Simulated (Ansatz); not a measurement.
**CH₅Cl₃Si₂: basis-set convergence**

Aim: see how fast density functionals converge with the basis set for CH₅Cl₃Si₂.

Method: one geometry, several basis sets; program: Ansatz 0.2.0, Gaussian basis.

Levels to be run: PBE0-D4/def2-SVP; ωB97M-V/def2-SVP; PBE0-D4/def2-QZVPP; ωB97M-V/def2-QZVPP; the functionals' def2-TZVPP values are taken from earlier runs.

**1. The relaxed structure**

An earlier PBE0-D4/def2-TZVP relaxation fixed the geometry.

11 atoms, charge 0, spin multiplicity 1.

Atoms are counted from 1 here; the program's logs count them from 0.

Bond lengths: Cl1–Si2 2.058 Å, Si2–C3 1.868 Å, Si2–H7 1.482 Å, Si2–H8 1.478 Å, C3–Si4 1.849 Å, C3–H9 1.094 Å, C3–H10 1.096 Å, Si4–Cl5 2.045 Å, Si4–Cl6 2.049 Å, Si4–H11 1.476 Å. Angles: Cl1–Si2–C3 109.2°, Cl1–Si2–H7 107.5°, Cl1–Si2–H8 107.8°, C3–Si2–H7 110.7°, C3–Si2–H8 111.1°, H7–Si2–H8 110.5°, Si2–C3–Si4 114.2°, Si2–C3–H9 109.1°, Si2–C3–H10 108.9°, Si4–C3–H9 109.4°, Si4–C3–H10 107.5°, H9–C3–H10 107.5°, C3–Si4–Cl5 110.6°, C3–Si4–Cl6 109.4°, C3–Si4–H11 112.5°, Cl5–Si4–Cl6 108.9°, Cl5–Si4–H11 107.8°, Cl6–Si4–H11 107.6°.

**2. PBE0-D4 in def2-SVP**

Contents of in.yaml:

```yaml
crystal:
  periodic: [false, false, false]
  atoms:
    - {symbol: Cl, position_ang: [-3.133509, -0.727083, -0.815529]}
    - {symbol: Si, position_ang: [-1.097290, -0.506623, -1.017846]}
    - {symbol: C, position_ang: [-0.418404, 0.341155, 0.501383]}
    - {symbol: Si, position_ang: [1.411922, 0.180647, 0.705569]}
    - {symbol: Cl, position_ang: [2.082753, 1.418164, 2.189057]}
    - {symbol: Cl, position_ang: [2.339439, 0.687114, -1.050319]}
    - {symbol: H, position_ang: [-0.515668, -1.861985, -1.166438]}
    - {symbol: H, position_ang: [-0.848773, 0.299704, -2.231901]}
    - {symbol: H, position_ang: [-0.689212, 1.401111, 0.470039]}
    - {symbol: H, position_ang: [-0.888950, -0.093595, 1.390642]}
    - {symbol: H, position_ang: [1.823193, -1.195508, 1.045844]}
basis:
  gaussian: {orbitals: def2-SVP}
hamiltonian: {xc: pbe0, dispersion: d4}
output: {orbitals: {seedname: orbitals}}
```

The run is started by

```
> ansatz run in.yaml --threads 2 --pin off --events-out ev --progress --plain --max-ram 32768MiB --backend cpu
```

After this run come: ωB97M-V in def2-SVP; PBE0-D4 in def2-QZVPP; ωB97M-V in def2-QZVPP.

Q: Predict the results of all the runs planned. Wanted: PBE0-D4: double and triple zeta above quadruple; ωB97M-V: double and triple zeta above quadruple.

The runs gave:

```
                                       quantity           value
PBE0-D4: double and triple zeta above quadruple  21.59, 1.70 eV
ωB97M-V: double and triple zeta above quadruple  21.44, 1.61 eV
```

PBE0-D4 gains 19.89 eV from double to triple zeta, then 1.70 eV more. These are total energies; as a rule much of such shifts cancels in differences, which this series doesn't test. The LUMO of ωB97M-V is positive and keeps falling with the basis (1.97 to 1.31 eV): an unbound level that the basis holds in place.
